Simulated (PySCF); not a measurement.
# C₂H₆Se: NMR shieldings

What do calculations give for the NMR shieldings of C₂H₆Se (`C[Se]C`)?

Programs: PySCF 2.14.0, with routines of our own; each step states its level. All values are computed. Atoms count from 0.

3 further runs of the same task are left out: 3 for a basis unfit for spin-orbit shieldings.

### Step 1. The starting structure

9 atoms, charge 0, multiplicity 1; geometry from: GFN2-xTB.

### Step 2. NMR shieldings: PBE/x2c-SVPall-2c Se:us-x2c-SVPall-2c, spin-free

The job: settings as JSON, then the geometry in Å.

```
{"job": {"xc": "PBE", "basis": {"default": "x2c-SVPall-2c", "Se": "us-x2c-SVPall-2c"}, "rel": "sf", "kind": "hnmr"}, "charge": 0, "multiplicity": 1}
Se    -0.000170    -0.000900    -1.301860
C      1.460270    -0.014980    -0.006060
H      1.395910    -0.918220     0.596060
H      1.389050     0.869340     0.623050
H      2.394000    -0.003240    -0.560630
C     -1.460380     0.015350    -0.006030
H     -1.399280     0.920840     0.593370
H     -1.386750    -0.867120     0.625100
H     -2.392660    -0.001060    -0.563000
```

Level: PBE/x2c-SVPall-2c Se:us-x2c-SVPall-2c GIAO NMR shielding, spin-free X2C, Gaussian nuclei, gas phase.

The run is started by

```sh
$ OMP_NUM_THREADS=1 python heavy_run.py task.json out
```

One launch serves the whole session: the jobs run in the order shown.

Log:

```text
spin-free SCF
coarse grid: 32528 points
cycle   1  E = -2508.8901959561  dE = -1.531e-01  |g| = 4.976e-01  |ddm| = 3.321e+00
cycle   2  E = -2508.8335509634  dE =  5.664e-02  |g| = 6.681e-01  |ddm| = 9.600e-01
cycle   3  E = -2508.9294829456  dE = -9.593e-02  |g| = 1.269e-01  |ddm| = 6.500e-01
cycle   4  E = -2508.9343230644  dE = -4.840e-03  |g| = 2.547e-02  |ddm| = 2.139e-01
cycle   5  E = -2508.9345260426  dE = -2.030e-04  |g| = 1.194e-02  |ddm| = 5.254e-02
cycle   6  E = -2508.9345464686  dE = -2.043e-05  |g| = 1.168e-03  |ddm| = 1.130e-02
cycle   7  E = -2508.9345467309  dE = -2.623e-07  |g| = 1.252e-04  |ddm| = 1.355e-03
final grid: 67728 points
cycle   8  E = -2508.9345336946  dE = -1.811e-08  |g| = 1.116e-04  |ddm| = 6.269e-04
cycle   9  E = -2508.9345336947  dE = -5.093e-11  |g| = 1.213e-04  |ddm| = 1.802e-04
cycle  10  E = -2508.9345336963  dE = -1.618e-09  |g| = 2.427e-05  |ddm| = 9.583e-05
converged SCF energy = -2508.9345336963
check of the scalar solution
cycle   1  E = -2508.9345336963  dE = -2.509e+03  |FDS-SDF| = 2.427e-05
cycle   2  E = -2508.9345336959  dE =  3.993e-10  |FDS-SDF| = 4.482e-05
converged, E = -2508.9345336959

Field gradients (au) and densities at the nuclei (bohr^-3)
atom        Vxx        Vyy        Vzz        centre      nuclear mean
  0 Se     2.0265     5.0603    -7.0868      32191.478      32185.079
  1 C     -0.0796    -0.0950     0.1746        113.908        113.908
  2 H     -0.1595    -0.1625     0.3220          0.370          0.370
  3 H     -0.1593    -0.1625     0.3218          0.370          0.370
  4 H     -0.1589    -0.1665     0.3254          0.369          0.369
  5 C     -0.0795    -0.0951     0.1745        113.908        113.908
  6 H     -0.1594    -0.1623     0.3217          0.370          0.370
  7 H     -0.1594    -0.1626     0.3221          0.370          0.370
  8 H     -0.1588    -0.1665     0.3253          0.369          0.369
without picture change
  0 Se                          -7.2858                     43010.180

Core orbital energies (eV)
atom   shell        mean    spread
  0 Se 1s       -12486.707   0.000
  0 Se 2s        -1604.661   0.000
  0 Se 3s         -211.700   0.000
  0 Se 4s          -17.697   0.000
  0 Se 2p        -1411.583   0.132
  0 Se 3p         -151.236   0.431
  0 Se 3d          -51.517   0.405

Shielding tensors (ppm)
atom      isotropic    diamagn.    paramagn.     s11        s22        s33       span
  0 Se     1666.52     3009.85    -1343.33    1418.83    1459.45    2121.27     702.43
  1 C       174.38      246.21      -71.83     156.54     172.43     194.18      37.64
  2 H        29.73       30.44       -0.71      24.21      27.40      37.60      13.39
  3 H        29.77       30.49       -0.72      24.31      27.41      37.60      13.29
  4 H        30.23       29.06        1.16      25.12      26.89      38.68      13.56
  5 C       174.38      246.22      -71.84     156.64     172.38     194.12      37.47
  6 H        29.73       30.43       -0.70      24.20      27.39      37.59      13.38
  7 H        29.77       30.50       -0.72      24.30      27.42      37.60      13.30
  8 H        30.23       29.06        1.16      25.10      26.89      38.68      13.58
```

Wall time 5.3 s (1 thread of Arm Neoverse V1, shared host); peak memory 0.53 GiB.

### Step 3. NMR shieldings: PBE/x2c-SVPall-2c Se:us-x2c-SVPall-2c in water, spin-free

Settings changed since step 2:

```diff
@@ -1,2 +1,2 @@
-{"job": {"xc": "PBE", "basis": {"default": "x2c-SVPall-2c", "Se": "us-x2c-SVPall-2c"}, "rel": "sf", "kind": "hnmr"}, "charge": 0, "multiplicity": 1}
+{"job": {"xc": "PBE", "basis": {"default": "x2c-SVPall-2c", "Se": "us-x2c-SVPall-2c"}, "rel": "sf", "solvent": "water", "kind": "hnmr"}, "charge": 0, "multiplicity": 1}
 Se    -0.000170    -0.000900    -1.301860
```

With the program's defaults for keys left out, this is: PBE/x2c-SVPall-2c Se:us-x2c-SVPall-2c GIAO NMR shielding, spin-free X2C, Gaussian nuclei, IEF-PCM water.

Log:

```text
spin-free SCF
coarse grid: 32528 points
cycle   1  E = -2508.8952268580  dE = -1.578e-01  |g| = 4.952e-01  |ddm| = 3.321e+00
cycle   2  E = -2508.8400202467  dE =  5.521e-02  |g| = 6.615e-01  |ddm| = 9.261e-01
cycle   3  E = -2508.9350865613  dE = -9.507e-02  |g| = 1.075e-01  |ddm| = 6.236e-01
cycle   4  E = -2508.9384455552  dE = -3.359e-03  |g| = 1.831e-02  |ddm| = 1.679e-01
cycle   5  E = -2508.9385350025  dE = -8.945e-05  |g| = 1.060e-02  |ddm| = 3.870e-02
cycle   6  E = -2508.9385503244  dE = -1.532e-05  |g| = 6.762e-04  |ddm| = 9.603e-03
cycle   7  E = -2508.9385504399  dE = -1.155e-07  |g| = 1.159e-04  |ddm| = 7.500e-04
final grid: 67728 points
cycle   8  E = -2508.9385372771  dE = -1.734e-08  |g| = 9.214e-05  |ddm| = 6.099e-04
cycle   9  E = -2508.9385372772  dE = -8.777e-11  |g| = 9.196e-05  |ddm| = 1.999e-04
converged SCF energy = -2508.9385372772
check of the scalar solution
cycle   1  E = -2508.9385372772  dE = -2.509e+03  |FDS-SDF| = 9.196e-05
cycle   2  E = -2508.9385372764  dE =  8.345e-10  |FDS-SDF| = 1.261e-04
cycle   3  E = -2508.9385372792  dE = -2.771e-09  |FDS-SDF| = 1.738e-05
converged, E = -2508.9385372792

Field gradients (au) and densities at the nuclei (bohr^-3)
atom        Vxx        Vyy        Vzz        centre      nuclear mean
  0 Se     1.8674     4.8466    -6.7140      32191.273      32184.874
  1 C     -0.0934    -0.1071     0.2005        113.910        113.910
  2 H     -0.1583    -0.1624     0.3207          0.369          0.369
  3 H     -0.1580    -0.1624     0.3204          0.368          0.368
  4 H     -0.1579    -0.1664     0.3243          0.367          0.367
  5 C     -0.0933    -0.1071     0.2004        113.910        113.910
  6 H     -0.1582    -0.1622     0.3204          0.369          0.369
  7 H     -0.1582    -0.1625     0.3207          0.369          0.369
  8 H     -0.1578    -0.1663     0.3241          0.367          0.367
without picture change
  0 Se                          -6.9025                     43009.903

Core orbital energies (eV)
atom   shell        mean    spread
  0 Se 1s       -12486.755   0.000
  0 Se 2s        -1604.709   0.000
  0 Se 3s         -211.748   0.000
  0 Se 4s          -17.719   0.000
  0 Se 2p        -1411.631   0.125
  0 Se 3p         -151.284   0.409
  0 Se 3d          -51.565   0.383

Shielding tensors (ppm)
atom      isotropic    diamagn.    paramagn.     s11        s22        s33       span
  0 Se     1722.54     3010.59    -1288.05    1439.74    1546.93    2180.94     741.20
  1 C       175.03      246.29      -71.25     155.89     173.43     195.78      39.89
  2 H        29.60       30.26       -0.66      24.02      27.23      37.56      13.55
  3 H        29.64       30.30       -0.67      24.11      27.24      37.57      13.46
  4 H        30.10       28.86        1.24      24.81      26.71      38.77      13.96
  5 C       175.04      246.29      -71.26     156.00     173.38     195.72      39.72
  6 H        29.60       30.25       -0.65      24.02      27.22      37.55      13.54
  7 H        29.64       30.31       -0.67      24.10      27.25      37.57      13.47
  8 H        30.09       28.86        1.24      24.80      26.71      38.77      13.98
```

Run time: 5.5 s. Hardware: 1 thread of Arm Neoverse V1, shared host; peak memory 0.54 GiB.

### Step 4. NMR shieldings: PBE/x2c-SVPall-2c Se:us-x2c-SVPall-2c in dichloromethane, spin-free

Settings changed since step 3:

```diff
@@ -1,2 +1,2 @@
-{"job": {"xc": "PBE", "basis": {"default": "x2c-SVPall-2c", "Se": "us-x2c-SVPall-2c"}, "rel": "sf", "solvent": "water", "kind": "hnmr"}, "charge": 0, "multiplicity": 1}
+{"job": {"xc": "PBE", "basis": {"default": "x2c-SVPall-2c", "Se": "us-x2c-SVPall-2c"}, "rel": "sf", "solvent": "dichloromethane", "kind": "hnmr"}, "charge": 0, "multiplicity": 1}
 Se    -0.000170    -0.000900    -1.301860
```

Method: PBE/x2c-SVPall-2c Se:us-x2c-SVPall-2c GIAO NMR shielding, spin-free X2C, Gaussian nuclei, IEF-PCM dichloromethane.

Log:

```text
spin-free SCF
coarse grid: 32528 points
cycle   1  E = -2508.8945052366  dE = -1.572e-01  |g| = 4.955e-01  |ddm| = 3.321e+00
cycle   2  E = -2508.8388273016  dE =  5.568e-02  |g| = 6.629e-01  |ddm| = 9.296e-01
cycle   3  E = -2508.9342608688  dE = -9.543e-02  |g| = 1.100e-01  |ddm| = 6.282e-01
cycle   4  E = -2508.9378022901  dE = -3.541e-03  |g| = 1.888e-02  |ddm| = 1.732e-01
cycle   5  E = -2508.9378998348  dE = -9.754e-05  |g| = 1.074e-02  |ddm| = 3.992e-02
cycle   6  E = -2508.9379156470  dE = -1.581e-05  |g| = 7.093e-04  |ddm| = 9.823e-03
cycle   7  E = -2508.9379157710  dE = -1.240e-07  |g| = 1.112e-04  |ddm| = 7.807e-04
final grid: 67728 points
cycle   8  E = -2508.9379026304  dE = -1.736e-08  |g| = 8.562e-05  |ddm| = 6.061e-04
cycle   9  E = -2508.9379026305  dE = -8.049e-11  |g| = 8.189e-05  |ddm| = 1.831e-04
converged SCF energy = -2508.9379026305
check of the scalar solution
cycle   1  E = -2508.9379026305  dE = -2.509e+03  |FDS-SDF| = 8.189e-05
cycle   2  E = -2508.9379026296  dE =  8.181e-10  |FDS-SDF| = 1.137e-04
cycle   3  E = -2508.9379026321  dE = -2.476e-09  |FDS-SDF| = 1.727e-05
converged, E = -2508.9379026321

Field gradients (au) and densities at the nuclei (bohr^-3)
atom        Vxx        Vyy        Vzz        centre      nuclear mean
  0 Se     1.8928     4.8813    -6.7741      32191.305      32184.907
  1 C     -0.0913    -0.1051     0.1963        113.910        113.910
  2 H     -0.1585    -0.1625     0.3209          0.369          0.369
  3 H     -0.1582    -0.1624     0.3206          0.369          0.369
  4 H     -0.1580    -0.1664     0.3244          0.367          0.367
  5 C     -0.0912    -0.1051     0.1963        113.910        113.910
  6 H     -0.1584    -0.1623     0.3206          0.369          0.369
  7 H     -0.1584    -0.1625     0.3210          0.369          0.369
  8 H     -0.1580    -0.1663     0.3243          0.367          0.367
without picture change
  0 Se                          -6.9643                     43009.947

Core orbital energies (eV)
atom   shell        mean    spread
  0 Se 1s       -12486.741   0.000
  0 Se 2s        -1604.695   0.000
  0 Se 3s         -211.734   0.000
  0 Se 4s          -17.709   0.000
  0 Se 2p        -1411.617   0.126
  0 Se 3p         -151.270   0.413
  0 Se 3d          -51.551   0.386

Shielding tensors (ppm)
atom      isotropic    diamagn.    paramagn.     s11        s22        s33       span
  0 Se     1713.89     3010.47    -1296.58    1436.57    1533.32    2171.77     735.20
  1 C       174.94      246.28      -71.34     156.01     173.28     195.52      39.51
  2 H        29.63       30.29       -0.66      24.05      27.26      37.57      13.52
  3 H        29.66       30.34       -0.67      24.14      27.27      37.58      13.43
  4 H        30.11       28.89        1.23      24.85      26.73      38.76      13.90
  5 C       174.94      246.29      -71.34     156.13     173.23     195.47      39.34
  6 H        29.62       30.28       -0.66      24.05      27.25      37.56      13.51
  7 H        29.66       30.34       -0.68      24.14      27.28      37.58      13.44
  8 H        30.11       28.89        1.22      24.84      26.73      38.76      13.92
```

It took 5.6 s on 1 thread of Arm Neoverse V1, shared host; peak memory 0.54 GiB.

### Step 5. Shieldings side by side

| run | Se0 | C5 | C1 | H3 | H7 | H4 | H8 | time |
| --- | --- | --- | --- | --- | --- | --- | --- | --- |
| step 2, PBE/x2c-SVPall-2c Se:us-x2c-SVPall-2c, spin-free | 1666.5 | 174.4 | 174.4 | 29.8 | 29.8 | 30.2 | 30.2 | 5.3 s |
| step 3, PBE/x2c-SVPall-2c Se:us-x2c-SVPall-2c in water, spin-free | 1722.5 | 175.0 | 175.0 | 29.6 | 29.6 | 30.1 | 30.1 | 5.5 s |
| step 4, PBE/x2c-SVPall-2c Se:us-x2c-SVPall-2c in dichloromethane, spin-free | 1713.9 | 174.9 | 174.9 | 29.7 | 29.7 | 30.1 | 30.1 | 5.6 s |

### Step 6. Outcome

| quantity | value |
| --- | --- |
| shieldings (step 2, PBE/x2c-SVPall-2c Se:us-x2c-SVPall-2c, spin-free) | Se0 1666.5, C1 174.4, C5 174.4 ppm |
| shieldings (step 3, PBE/x2c-SVPall-2c Se:us-x2c-SVPall-2c in water, spin-free) | Se0 1722.5, C1 175.0, C5 175.0 ppm |
| shieldings (step 4, PBE/x2c-SVPall-2c Se:us-x2c-SVPall-2c in dichloromethane, spin-free) | Se0 1713.9, C1 174.9, C5 174.9 ppm |

What this shows: In step 2, Se0 has the widest tensor, 702 ppm. Se0 moves most between the runs, by 56 ppm; the labels say what changes from run to run.
